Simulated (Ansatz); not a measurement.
C2H7NOSn, SMILES N=C(O)[CH2][SnH3], a single point in a Gaussian basis

Program: the Ansatz DFT code, driven from Python.

Input file `c2h7nosn.xyz`:
```text
12

N    -1.78280    0.54500    0.60570
C    -0.72290    0.96610    0.04660
O    -0.20380    2.20620    0.36490
C     0.07710    0.08970   -0.91770
Sn    1.15930   -1.37590    0.15180
H    -2.26360   -0.32060    0.37680
H    -0.60590    2.82490    1.03970
H     0.72500    0.70010   -1.55360
H    -0.71570   -0.42820   -1.53260
H     2.31300   -0.53670    1.21440
H     1.99440   -2.40180   -0.94020
H     0.10290   -2.32380    1.17830
```

Notebook, run cell by cell (the value of a cell's last expression is shown):

**Cell 1**
```python
from pathlib import Path

import ansatz as az
```

**Cell 2**
```python
molecule = az.Crystal.molecule_from_extxyz("c2h7nosn.xyz")
```

**Cell 3**
```python
model = molecule.calculation()
model = model.basis(gaussian="def2-SVP")
model = model.correlation("mp2").orbitals()
res = model.run(runs_dir="c2h7nosn_runs")
rep = res.report
```

**Cell 4**
```python
rep["converged"], rep["free_energy_ev"]
```
Output:
```text
(True, -11510.183943245414)
```

**Cell 5**
```python
rep["mean_field"]["state"]["spin_squared"]
```
Output:
```text
4.618527782440651e-14
```

**Cell 6**
```python
rep["reference_energy_ev"]
```
Output:
```text
-11489.970493861443
```

**Cell 7**
```python
print(f"E = {rep['free_energy_ev']:.6f} eV = {rep['free_energy_ev'] / 27.211386246:.7f} Ha")
print("converged:", rep["converged"], " doubts:", rep["published_state_doubts"] or "none")
```
Output:
```text
E = -11510.183943 eV = -422.9914580 Ha
converged: True  doubts: none
```

**Cell 8**
```python
print("correlation energy", round(rep["free_energy_ev"] - rep["reference_energy_ev"], 5), "eV")
cluster = rep["correlation"].get("coupled_cluster")
if cluster:
    print("cycles", cluster["cycles"], " T1 diagnostic", round(cluster["t1_diagnostic"], 4), " largest double", round(cluster["largest_double"], 4))
```
Output:
```text
correlation energy -20.21345 eV
```

**Cell 9**
```python
lines = Path(rep["orbitals_path"]).read_text().splitlines()
field_of = lambda key: [line.split("=")[1].strip() for line in lines if line.startswith(key)]
orbitals = [(27.211386 * float(e), s, float(n)) for e, s, n in zip(field_of("Ene="), field_of("Spin="), field_of("Occup="))]
homo = max(e for e, _, n in orbitals if n > 0.5)
lumo = min(e for e, _, n in orbitals if n < 0.5)
for e, spin, n in sorted(orbitals):
    if homo - 10 < e < lumo + 5:
        print(f"{spin:6s} {e:10.3f} eV  occupation {n:.0f}")
```
Output:
```text
Alpha     -19.462 eV  occupation 2
Alpha     -18.179 eV  occupation 2
Alpha     -17.334 eV  occupation 2
Alpha     -16.085 eV  occupation 2
Alpha     -15.518 eV  occupation 2
Alpha     -14.750 eV  occupation 2
Alpha     -12.512 eV  occupation 2
Alpha     -12.092 eV  occupation 2
Alpha     -11.831 eV  occupation 2
Alpha     -10.957 eV  occupation 2
Alpha     -10.392 eV  occupation 2
Alpha       3.197 eV  occupation 0
Alpha       3.911 eV  occupation 0
Alpha       4.283 eV  occupation 0
Alpha       4.456 eV  occupation 0
Alpha       4.843 eV  occupation 0
Alpha       5.330 eV  occupation 0
Alpha       6.080 eV  occupation 0
Alpha       6.533 eV  occupation 0
Alpha       7.206 eV  occupation 0
```

What to keep in mind:
- The settings weren't tested for convergence.
- The geometry is a force-field or estimated start, not a minimum of this method, and the basis set is short of its limit.
- def2 sets replace the cores of elements past krypton by effective core potentials.
- Alpha marks a spatial orbital of a restricted run, filled by both spins.
- Levels such as HOMO and LUMO are orbital energies: in Hartree-Fock the gap is too wide and the LUMO hangs on the basis.
- Inner cores stay frozen; a filled d shell under the valence of the heavier atoms is correlated with it.
- S² is that of the Hartree-Fock reference.
- Hardware and time: 3.3 s on 1 thread of Arm Neoverse V2, on a shared host, peak memory 0.3 GiB.

(Lines on the test bed's own set-up are left out of the output.)
